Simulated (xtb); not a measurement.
# GFN2-xTB run of C4H9ClFIn (SMILES C[C](C)(C)[In]([F])[Cl])

Aim: a structure relaxation of C4H9ClFIn. 

Program for the calculation: xtb 6.7.1.

6 further runs of the same task are left out: 6 set aside as unsound or not needed.

### 1 Starting point

C4H9ClFIn: 16 atoms, total charge 0, spin state singlet. As SMILES, `C[C](C)(C)[In]([F])[Cl]`. All atoms were displaced at random from a relaxed shape. The run starts from this shape.

Bond lengths: C1–C2 1.530 Å, C2–C3 1.503 Å, C2–C4 1.534 Å, C2–In5 2.233 Å, In5–F6 1.949 Å, In5–Cl7 2.266 Å, C1–H8 1.103 Å, C1–H9 1.133 Å, C1–H10 1.218 Å, C3–H11 1.075 Å, C3–H12 1.140 Å, C3–H13 1.096 Å, C4–H14 0.989 Å, C4–H15 1.116 Å, C4–H16 1.094 Å. Some angles: C1–C2–C3 109.2°, C1–C2–C4 110.4°, C1–C2–In5 105.9°, C3–C2–C4 114.3°, C3–C2–In5 106.3°, C4–C2–In5 110.5°, C2–In5–F6 114.9°, C2–In5–Cl7 133.2°, F6–In5–Cl7 111.7°, C2–C1–H8 109.2°.

### 2 A structure relaxation at GFN2-xTB

xtb.inp reads:

```
$chrg 0
$spin 0
$end
```

mol.xyz reads:

```xyz
16

C      0.36881     0.67328     1.33552
C     -0.03312    -0.11848     0.08913
C      1.09953    -1.02394    -0.30764
C     -1.36675    -0.84091     0.32150
In    -0.23518     1.38455    -1.54948
F     -1.44476     2.86302    -1.16122
Cl     0.83555     1.67704    -3.52496
H      0.55241    -0.02699     2.16760
H     -0.34774     1.46918     1.70579
H      1.47813     1.17473     1.29416
H      0.87739    -1.58121    -1.20001
H      1.22414    -1.85548     0.46256
H      2.07994    -0.57576    -0.50743
H     -1.58048    -1.29369    -0.53130
H     -1.20576    -1.60688     1.11684
H     -2.09378    -0.07112     0.59492
```

Started as:

```bash
$ xtb mol.xyz --opt tight --gfn 2 -I xtb.inp -P 1 > xtb.out 2> xtb.err
```

Q: Predict the results. Wanted: total energy at the end; dipole moment; HOMO energy; LUMO energy; HOMO–LUMO gap; dispersion energy; mean polarisability.

**Answer.** As computed:

At GFN2-xTB:

```
                      quantity          value
       total energy at the end   -23.75423 Eh
                 dipole moment         6.96 D
                   HOMO energy      -10.77 eV
                   LUMO energy       -8.43 eV
                 HOMO–LUMO gap        2.33 eV
             dispersion energy  -27.95 kJ/mol
mean polarisability (D4 model)    100.0 bohr³
```

In words: At the final geometry: Bond lengths: C1–C2 1.507 Å, C2–C3 1.507 Å, C2–C4 1.507 Å, C2–In5 2.367 Å, In5–F6 2.028 Å, In5–Cl7 2.353 Å, C1–H8 1.092 Å, C1–H9 1.091 Å, C1–H10 1.091 Å, C3–H11 1.091 Å, C3–H12 1.093 Å, C3–H13 1.091 Å, C4–H14 1.091 Å, C4–H15 1.092 Å, C4–H16 1.091 Å. Some angles: C1–C2–C3 113.8°, C1–C2–C4 112.3°, C1–C2–In5 104.2°, C3–C2–C4 113.7°, C3–C2–In5 107.6°, C4–C2–In5 104.3°, C2–In5–F6 103.4°, C2–In5–Cl7 145.6°, F6–In5–Cl7 111.0°, C2–C1–H8 109.7°. The optimisation took 21 steps and changed the energy by -0.792 eV.
